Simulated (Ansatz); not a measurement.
# SiO2: the crystal squeezed far

Aim: compress SiO2 (rutile type) step by step, far beyond the usual range, and follow pressure and electronic structure. Methods of the runs shown: PAW.

Method: DFT r²SCAN, with the methods named in each step, in Ansatz 0.2.0.

## Step 1: The system as given

It takes space group P4_2/mnm (No. 136, tetragonal). Conventional cell: a = 4.496 Å, b = 4.496 Å, c = 2.968 Å, α = 90.00°, β = 90.00°, γ = 90.00°. Around Si (site symmetry mmm) lie 6 O at 1.93 to 1.94 Å. O (site symmetry m2m) has 3 Si at 1.93 to 1.94 Å in its first shell of neighbours.

Coordinates:

```cif
data_structure
_symmetry_space_group_name_H-M 'P 1'
_symmetry_Int_Tables_number 1
_cell_length_a 4.4964
_cell_length_b 4.4964
_cell_length_c 2.9677
_cell_angle_alpha 90.000
_cell_angle_beta 90.000
_cell_angle_gamma 90.000
_cell_volume 60.00
loop_
_atom_site_label
_atom_site_type_symbol
_atom_site_fract_x
_atom_site_fract_y
_atom_site_fract_z
_atom_site_occupancy
Si1 Si 0.00000 0.00000 0.00000 1
Si2 Si 0.50000 0.50000 0.50000 1
O1 O 0.30500 0.30500 0.00000 1
O2 O 0.69500 0.69500 0.00000 1
O3 O 0.80500 0.19500 0.50000 1
O4 O 0.19500 0.80500 0.50000 1
```

Whether this phase is the stable one at these pressures isn't tested.

Atoms are numbered in the order of the input: Si1, Si2, O3, O4, O5, O6.

## Step 2: Cell relaxed at zero pressure, PAW

File input.yaml:

```yaml
crystal:
  lattice:
    - [4.4964431302, 0.0, 0.0]
    - [0.0, 4.4964431302, 0.0]
    - [0.0, 0.0, 2.967652466]
  atoms:
    - { symbol: Si, position: [0.0, 0.0, 0.0] }
    - { symbol: Si, position: [0.5, 0.5, 0.5] }
    - { symbol: O, position: [0.305, 0.305, 0.0] }
    - { symbol: O, position: [0.695, 0.695, 0.0] }
    - { symbol: O, position: [0.805, 0.195, 0.5] }
    - { symbol: O, position: [0.195, 0.805, 0.5] }
kpoints:
  mp_grid: { grid: [8, 8, 11] }
scf:
  occupations: { method: fermi_dirac, width: 0.08 }
hamiltonian:
  xc: r2scan
  pseudopotentials: { kind: paw }
output:
  forces: true
  stress: true
relax:
  f_tol: 0.005
  max_steps: 40
  cell: {}
```

Run with:

```bash
ansatz run input.yaml --threads 2 --pin off --max-ram 5120MiB --backend cpu --events-out ev --progress --plain --runs-dir out
```

After this run come: Volume scaled by 1, PAW; Volume scaled by 1, PAW (level accurate); Shape and atoms relaxed at 0.94 of the volume, PAW; Volume scaled by 0.94, PAW; Volume scaled by 0.94, PAW (core large); Shape and atoms relaxed at 0.88 of the volume, PAW; Volume scaled by 0.88, PAW; Shape and atoms relaxed at 0.8 of the volume, PAW; Volume scaled by 0.8, PAW; Volume scaled by 0.8, PAW (level accurate); Shape and atoms relaxed at 0.72 of the volume, PAW; Volume scaled by 0.72, PAW; Volume scaled by 0.72, PAW (partial_waves polarizable); Shape and atoms relaxed at 0.62 of the volume, PAW; Volume scaled by 0.62, PAW; Volume scaled by 0.62, PAW (source ansatz).

Q: Predict the outcome of this session. Wanted: PAW pressure at 0.62 of the volume; fitted bulk modulus at zero pressure.

**Answer**, as computed:

| quantity | value |
| --- | --- |
| PAW pressure at 0.62 of the volume | 404.0 GPa |
| fitted bulk modulus at zero pressure (PAW) | 321 GPa |
| its pressure derivative | 4.05 |

In words: At 0.62 of the starting volume PAW gives 404 GPa. A third-order Birch-Murnaghan curve fits the range only roughly (B₀ = 321 GPa, B′ = 4.05, misfit at most 1.45 GPa). A fit over so wide a range leans to the high pressures, so B₀ can be off by several per cent. The gap goes from 6.51 to 8.23 eV. No all-electron run checks these rows here, and frozen cores can fail under such compression. The ions are at rest, and the electrons smeared by 0.08 eV.

The gaps are Kohn-Sham values of a semilocal functional, not quasiparticle or optical gaps. Such gaps usually fall short of the measured ones.
